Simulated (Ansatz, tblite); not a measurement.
**The cluster Au₉+: a ladder of methods and basis sets**

An exercise on one series of results from a longer session: the logs are not shown, and one member is left open.

Program: Ansatz 0.2.0, Gaussian basis. Level of theory: as each input shows. These are calculated values, not measurements.

Plan: GFN1-xTB, GFN2-xTB, PBE-D4/def2-TZVP, r2SCAN-D4/def2-TZVP, B97M-V/def2-TZVP, HF/def2-TZVP, HSE06-D4/def2-TZVP, LC-ωPBE(0.10)/def2-SVP, LC-ωPBE(0.15)/def2-SVP, LC-ωPBE(0.20)/def2-SVP, LC-ωPBE(0.30)/def2-SVP, PBE-D4/def2-SVP, PBE0-D4/def2-SVP, MP2/def2-SVP, RPA/def2-SVP.

1 further run of the same task is left out (it didn't finish).

## The structure

The geometry is that of the singlet, from an earlier relaxation (PBE0-D4/def2-SVP). At that level it is the lowest of the isomers that a small search found.

9 atoms, charge 1, spin multiplicity 1.

Bond lengths: Au1–Au3 2.896 Å, Au1–Au5 2.647 Å, Au1–Au7 2.876 Å, Au1–Au8 2.731 Å, Au1–Au9 2.813 Å, Au2–Au3 2.723 Å, Au2–Au4 2.731 Å, Au2–Au9 2.731 Å, Au3–Au4 2.896 Å, Au3–Au7 2.896 Å, Au3–Au8 2.723 Å, Au3–Au9 2.896 Å, Au4–Au6 2.647 Å, Au4–Au7 2.813 Å, Au4–Au9 2.876 Å, Au5–Au9 2.647 Å, Au6–Au7 2.647 Å, Au7–Au8 2.731 Å. Angles: Au3–Au1–Au5 118.2°, Au3–Au1–Au7 60.2°, Au3–Au1–Au8 57.8°, Au3–Au1–Au9 60.9°, Au5–Au1–Au7 125.7°, Au5–Au1–Au8 173.3°, Au5–Au1–Au9 57.9°, Au7–Au1–Au8 58.2°, Au7–Au1–Au9 90.0°, Au8–Au1–Au9 118.7°, Au3–Au2–Au4 64.1°, Au3–Au2–Au9 64.1°, Au4–Au2–Au9 63.5°, Au1–Au3–Au2 116.1°, Au1–Au3–Au4 88.0°, Au1–Au3–Au7 59.5°, Au1–Au3–Au8 58.1°, Au1–Au3–Au9 58.1° and more.

Au takes a core potential in the def2 sets. No spin-orbit coupling is included. The ion is computed in the gas phase, without counter-ions or solvent.

PBE0-D4/def2-TZVP was run before; its log isn't repeated, and its numbers join the tables.

Set-up of the first run:

Tight binding, by tblite at 300 K electronic temperature and without a spin-polarisation term:

```python
tblite.interface.Calculator('GFN1-xTB', numbers, positions, charge=1, uhf=0).singlepoint()
```

Tight binding, by tblite at 300 K electronic temperature and without a spin-polarisation term:

```python
tblite.interface.Calculator('GFN2-xTB', numbers, positions, charge=1, uhf=0).singlepoint()
```

start.molden holds the orbitals of an earlier run on this state, given as this run's starting guess.

in.yaml reads:

```yaml
crystal:
  periodic: [false, false, false]
  atoms:
    - {symbol: Au, position_ang: [-0.079438, 0.888988, -1.826583]}
    - {symbol: Au, position_ang: [-0.308407, 1.152950, 2.930208]}
    - {symbol: Au, position_ang: [-1.594347, 0.523536, 0.613845]}
    - {symbol: Au, position_ang: [0.607392, -1.062926, 1.623551]}
    - {symbol: Au, position_ang: [2.221395, 2.191368, -1.690034]}
    - {symbol: Au, position_ang: [1.207107, -3.315986, 0.369709]}
    - {symbol: Au, position_ang: [-0.569107, -1.764995, -0.833716]}
    - {symbol: Au, position_ang: [-2.581827, -0.203883, -1.817466]}
    - {symbol: Au, position_ang: [1.097243, 1.590938, 0.630485]}
basis:
  gaussian: {orbitals: def2-TZVP, initial_orbitals: start.molden}
total_charge: 1
hamiltonian: {xc: pbe, dispersion: d4}
scf: {omitted_lower_state_checks: [starts]}
output: {forces: true, orbitals: {seedname: orbitals}}
```

Started as:

```console
$ ansatz run in.yaml --threads 4 --pin off --events-out ev --progress --plain --max-ram 8704MiB
```

Among the steps run: PBE-D4/def2-TZVP; r2SCAN-D4/def2-TZVP; B97M-V/def2-TZVP; HF/def2-TZVP; HSE06-D4/def2-TZVP; LC-ωPBE(0.10)/def2-SVP; LC-ωPBE(0.15)/def2-SVP; LC-ωPBE(0.20)/def2-SVP; LC-ωPBE(0.30)/def2-SVP; PBE-D4/def2-SVP; PBE0-D4/def2-SVP; MP2/def2-SVP; RPA/def2-SVP.

One table of the session follows, with a row left open; its other results are not shown here.

```
                 level  HOMO (eV)  LUMO (eV)  gap (eV)
          HF/def2-TZVP     -11.04      -3.64      7.40
       PBE-D4/def2-SVP      -9.93      -7.60      2.33
      PBE-D4/def2-TZVP      -9.89      -7.63      2.26
   r2SCAN-D4/def2-TZVP      -9.99      -7.49      2.50
      B97M-V/def2-TZVP          ?          ?         ?
      PBE0-D4/def2-SVP     -10.58      -6.78      3.81
     PBE0-D4/def2-TZVP     -10.56      -6.79      3.76
    HSE06-D4/def2-TZVP     -10.21      -7.14      3.06
LC-ωPBE(0.10)/def2-SVP     -11.27      -6.31      4.96
LC-ωPBE(0.15)/def2-SVP     -11.68      -5.88      5.80
LC-ωPBE(0.20)/def2-SVP     -11.93      -5.55      6.39
LC-ωPBE(0.30)/def2-SVP     -12.18      -5.09      7.10
```

Estimate the missing values for B97M-V/def2-TZVP.

**Answer.** HOMO (eV): -9.80; LUMO (eV): -7.36; gap (eV): 2.44. In the column «HOMO (eV)» it is the highest.
